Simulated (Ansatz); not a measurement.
# C3F9N: the cost of one run

Program: Ansatz 0.2.0. Level of theory: the levels named in each step. These are calculated values, not measurements.

## 1. The starting structure

Bond lengths: F1–C2 1.327 Å, C2–F3 1.321 Å, C2–F4 1.329 Å, C2–N5 1.431 Å, N5–C6 1.431 Å, C6–F7 1.329 Å, C6–F8 1.327 Å, C6–F9 1.321 Å, N5–C10 1.430 Å, C10–F11 1.329 Å, C10–F12 1.327 Å, C10–F13 1.321 Å. Angles (14 of 21 angles, heavy atoms first): F1–C2–F3 107.8°, F1–C2–F4 107.4°, F1–C2–N5 111.3°, F3–C2–F4 107.8°, F3–C2–N5 110.5°, F4–C2–N5 111.8°, C2–N5–C6 119.8°, C2–N5–C10 119.8°, C6–N5–C10 119.8°, N5–C6–F7 111.8°, N5–C6–F8 111.3°, N5–C6–F9 110.5°, F7–C6–F8 107.4°, F7–C6–F9 107.8°.

Structure file:

```xyz
13

F    -0.8004    0.9204    1.9623
C    -0.4198    1.1648    0.7145
F     0.5511    2.0592    0.7558
F    -1.4525    1.7160    0.0848
N     0.0257   -0.0286    0.0626
C    -0.8880   -1.1115   -0.1395
F    -1.1355   -1.3147   -1.4297
F    -0.4095   -2.2458    0.3561
F    -2.0397   -0.8634    0.4574
C     1.3192   -0.0663   -0.5466
F     1.4608    0.8847   -1.4646
F     2.2812    0.1031    0.3518
F     1.5187   -1.2302   -1.1381
```

## 2. A rough first relaxation, PBE-D4/def2-SVP

This run stands in another session on the same molecule. It ended at:

```xyz
13

F    -0.8012    0.9138    1.9859
C    -0.4317    1.1738    0.7209
F     0.5686    2.0654    0.7465
F    -1.4821    1.7341    0.0941
N     0.0184   -0.0210    0.0459
C    -0.8920   -1.1254   -0.1469
F    -1.1419   -1.3429   -1.4509
F    -0.4006   -2.2634    0.3708
F    -2.0521   -0.8482    0.4641
C     1.3329   -0.0588   -0.5513
F     1.4874    0.9057   -1.4765
F     2.2963    0.1010    0.3710
F     1.5093   -1.2463   -1.1468
```

## 3. Relaxation, PBE0-D4/def2-TZVP

File input.yaml:

```yaml
crystal:
  periodic: [false, false, false]
  atoms:
    - { symbol: F, position_ang: [-0.80122679, 0.91377229, 1.98588637] }
    - { symbol: C, position_ang: [-0.43166702, 1.17376135, 0.72086677] }
    - { symbol: F, position_ang: [0.56855701, 2.0653779, 0.7464545] }
    - { symbol: F, position_ang: [-1.48207824, 1.73406613, 0.09409911] }
    - { symbol: "N", position_ang: [0.01844111, -0.0209938, 0.04586384] }
    - { symbol: C, position_ang: [-0.89195626, -1.12538585, -0.14690892] }
    - { symbol: F, position_ang: [-1.14187093, -1.34292004, -1.45089397] }
    - { symbol: F, position_ang: [-0.40060745, -2.26335527, 0.3708152] }
    - { symbol: F, position_ang: [-2.05209318, -0.84824409, 0.46411722] }
    - { symbol: C, position_ang: [1.33285128, -0.05875685, -0.55126563] }
    - { symbol: F, position_ang: [1.48735011, 0.90572991, -1.47649612] }
    - { symbol: F, position_ang: [2.29631762, 0.10104154, 0.37103017] }
    - { symbol: F, position_ang: [1.50925275, -1.24631322, -1.14680854] }
basis:
  gaussian: { orbitals: def2-TZVP }
hamiltonian:
  xc: pbe0
  dispersion: d4
relax:
  f_tol: 0.004
  max_steps: 150
```

On the command line:

```
$ ansatz run input.yaml --threads 4 --pin off --max-ram 10240MiB --backend cpu --events-out ev --progress --plain --runs-dir out
```

**Question.** How long does this run take on 4 threads of Intel Xeon at 2.50GHz (Skylake/Cascade Lake), shared host, and how much memory does it need?

About 8.6 min, with a peak of 2.2 GiB.
